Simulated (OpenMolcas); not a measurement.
**C²⁺: CASSCF and CASPT2 terms and fine-structure levels**

Wanted: the level scheme of C²⁺ from active-space wave functions, then second-order correlation under several settings.

The numbers are computed with OpenMolcas 26.06 (state-averaged CASSCF and CASPT2, spin-orbit coupling by RASSI with atomic mean-field integrals), except any that are marked as measured or tabulated.

### 1 What is computed

| Quantity | Value |
| --- | --- |
| Species | C²⁺ (carbon, Z = 6, 4 electrons) |
| Basis | ANO-RCC-VTZP [4s3p2d1f], 30 functions |
| Scalar Hamiltonian | DKH3, point nucleus |
| Inactive shells | 1s |
| Active space | 2 electrons in 8 orbitals (2s 2p 3s 3p) |
| Some configurations of this space | 2p², 2s 2p, 2s² |
| Orbitals | optimised for each spin and parity, averaged over the low roots |

The outer shells:

2p2
```
2p [↑ ][↑ ][  ]
```

2s 2p
```
2s [↑ ]
2p [↑ ][  ][  ]
```

2s2
```
2s [↑↓]
```

Each step is its own input file, run in one work folder so that later steps find the files of earlier ones. Labels, J, g values, rates, χT and fits are worked out afterwards by a script from the matrices that RASSI stores.

### 2 One- and two-electron integrals

a.inp

```
&GATEWAY
Coord
1

C 0.0 0.0 0.0
Basis=ANO-RCC-VTZP
Group=XYZ
NoMove
AngMom=0.0 0.0 0.0
AMFI
&SEWARD
Relativistic=R03O02
```

The run is started by

```sh
$ OMP_NUM_THREADS=1 MOLCAS_MEM=2252 MOLCAS_PROJECT=a pymolcas a.inp > a.log
```

### 3 A small preliminary run for start orbitals

a.inp

```
&RASSCF
FileOrb=start.orb
Symmetry=1
Spin=3
nActEl=2 0 0
Inactive=1 0
Ras2=1 3
CIRoot=3 3 1
SDav=3
CIMx=300
Iter=120 100
PrWF=0.3
OrbListing=Nothing
MaxOrb=0
Atom
>>> COPY $Project.JobIph JOBPRE
```

### 4 Reference wave functions, triplets of even parity, 3 roots

a.inp

```
&RASSCF
FileOrb=start.orb
Symmetry=1
Spin=3
nActEl=2 0 0
Inactive=1 0
Ras2=2 6
CIRoot=3 3 1
SDav=16
CIMx=300
Iter=120 100
PrWF=0.3
OrbListing=Nothing
MaxOrb=0
Atom
>>> COPY $Project.JobIph JOB001
```

### 5 CASSCF: singlets of even parity, 1 root

a.inp

```
&RASSCF
FileOrb=start.orb
Symmetry=1
Spin=1
nActEl=2 0 0
Inactive=1 0
Ras2=2 6
CIRoot=1 1 1
SDav=24
CIMx=300
Iter=120 100
PrWF=0.3
OrbListing=Nothing
MaxOrb=0
Atom
>>> COPY $Project.JobIph JOB002
```

### 6 CASSCF: triplets of odd parity, 3 roots

a.inp

```
&RASSCF
FileOrb=start.orb
Symmetry=2
Spin=3
nActEl=2 0 0
Inactive=1 0
Ras2=2 6
CIRoot=3 3 1
SDav=12
CIMx=300
Iter=120 100
PrWF=0.3
OrbListing=Nothing
MaxOrb=0
Atom
>>> COPY $Project.JobIph JOB003
```

### 7 CASSCF: singlets of odd parity, 3 roots

Changes to a.inp since step 6:

```diff
@@ -3,3 +3,3 @@
 Symmetry=2
-Spin=3
+Spin=1
 nActEl=2 0 0
@@ -15,2 +15,2 @@
 Atom
->>> COPY $Project.JobIph JOB003
+>>> COPY $Project.JobIph JOB004
```

### 8 RASSI: spin-orbit coupling between the states

a.inp

```
&RASSI
NrOfJobIphs=3 1 3 3
1
1 2 3
1 2 3
IphNames
JOB002
JOB003
JOB004
EJob
SpinOrbit
DIPRint=1.0
SOCoupling=1000.0
Subsets=2
MEES
Property=10
'ANGMOM' 1 'ANGMOM' 2 'ANGMOM' 3 'MLTPL  1' 1 'MLTPL  1' 2 'MLTPL  1' 3
'AMFI' 1 'AMFI' 2 'AMFI' 3 'MLTPL  2' 6
SOProperty=3
'ANGMOM' 1 'ANGMOM' 2 'ANGMOM' 3
```

### 9 CASPT2: IPEA 0.75, sigma1 regulariser 0.1 (closed shells correlated: 1s), extended multistate

a.inp

```
>>> COPY JOB002 $Project.JobIph
&CASPT2
Multistate=1 1
Frozen=0 0
IPEA=0.75
Sig1=0.1
MaxIter=60
WThr=0.0 0.3 0.05
PrWF=0.5
NoMix
>>> COPY JOB003 $Project.JobIph
&CASPT2
XMultistate=3 1 2 3
Frozen=0 0
IPEA=0.75
Sig1=0.1
MaxIter=60
WThr=0.0 0.3 0.05
PrWF=0.5
NoMix
>>> COPY JOB004 $Project.JobIph
&CASPT2
XMultistate=3 1 2 3
Frozen=0 0
IPEA=0.75
Sig1=0.1
MaxIter=60
WThr=0.0 0.3 0.05
PrWF=0.5
NoMix
```

### 10 CASPT2: IPEA 0.3, imaginary shift 0.25 (closed shells correlated: 1s)

a.inp

```
>>> COPY JOB002 $Project.JobIph
&CASPT2
Multistate=1 1
Frozen=0 0
IPEA=0.3
Imaginary=0.25
MaxIter=60
WThr=0.0 0.3 0.05
PrWF=0.5
NoMix
>>> COPY JOB003 $Project.JobIph
&CASPT2
Multistate=3 1 2 3
NoMult
Frozen=0 0
IPEA=0.3
Imaginary=0.25
MaxIter=60
WThr=0.0 0.3 0.05
PrWF=0.5
NoMix
>>> COPY JOB004 $Project.JobIph
&CASPT2
Multistate=3 1 2 3
NoMult
Frozen=0 0
IPEA=0.3
Imaginary=0.25
MaxIter=60
WThr=0.0 0.3 0.05
PrWF=0.5
NoMix
```

### 11 CASPT2: IPEA 0.6, imaginary shift 0.25 (closed shells correlated: 1s), extended multistate

Changes to a.inp since step 10:

```diff
@@ -4,3 +4,3 @@
 Frozen=0 0
-IPEA=0.3
+IPEA=0.6
 Imaginary=0.25
@@ -12,6 +12,5 @@
 &CASPT2
-Multistate=3 1 2 3
-NoMult
+XMultistate=3 1 2 3
 Frozen=0 0
-IPEA=0.3
+IPEA=0.6
 Imaginary=0.25
@@ -23,6 +22,5 @@
 &CASPT2
-Multistate=3 1 2 3
-NoMult
+XMultistate=3 1 2 3
 Frozen=0 0
-IPEA=0.3
+IPEA=0.6
 Imaginary=0.25
```

(Steps that only read results are left out.)

**Question.** What will these runs give? Wanted: lowest level; first excited level; strongest of the lines computed, by gA, at XMS-CASPT2 energies.

As calculated:

```
                                                      quantity                                                                         value
                                                        method  XMS-CASPT2, IPEA 0.75, sigma1 regulariser 0.1 (closed shells correlated: 1s)
                                                  lowest level                                                   2s² ¹S₀, 100 % of that term
                                   ground level listed by NIST                                                                           1S0
                                           first excited level                                                        2s 2p ³P°₀ at 6.494 eV
strongest of the lines computed, by gA, at XMS-CASPT2 energies                              2s 2p ¹P°₁ → 2s² ¹S₀, 96.23 nm, A = 1.73e+09 s⁻¹
```

Cost and accuracy by method:

```
                                               method  time of its own steps  time with the reference  mean absolute difference from the measured levels (cm-1)
                                            A. CASSCF                   13 s                     13 s                                                      1300
B. XMS-CASPT2, IPEA 0.75, sigma1 regulariser 0.1, +1s                  1.4 s                     15 s                                                        14
    C. SS-CASPT2, IPEA 0.3, imaginary shift 0.25, +1s                  1.2 s                     15 s                                                       100
   D. XMS-CASPT2, IPEA 0.6, imaginary shift 0.25, +1s                  1.3 s                     15 s                                                       8.6
```

Times are of one thread on a shared host.

**Reading.** Method D lies closest to the measured levels (8.6 cm⁻¹ on average) and A farthest (1300). Only the configurations of the active space and the roots asked for are present. Not all states of the active space went into the spin-orbit step. The levels of the extra active shells were not computed. Levels of other configurations are missing from the list.
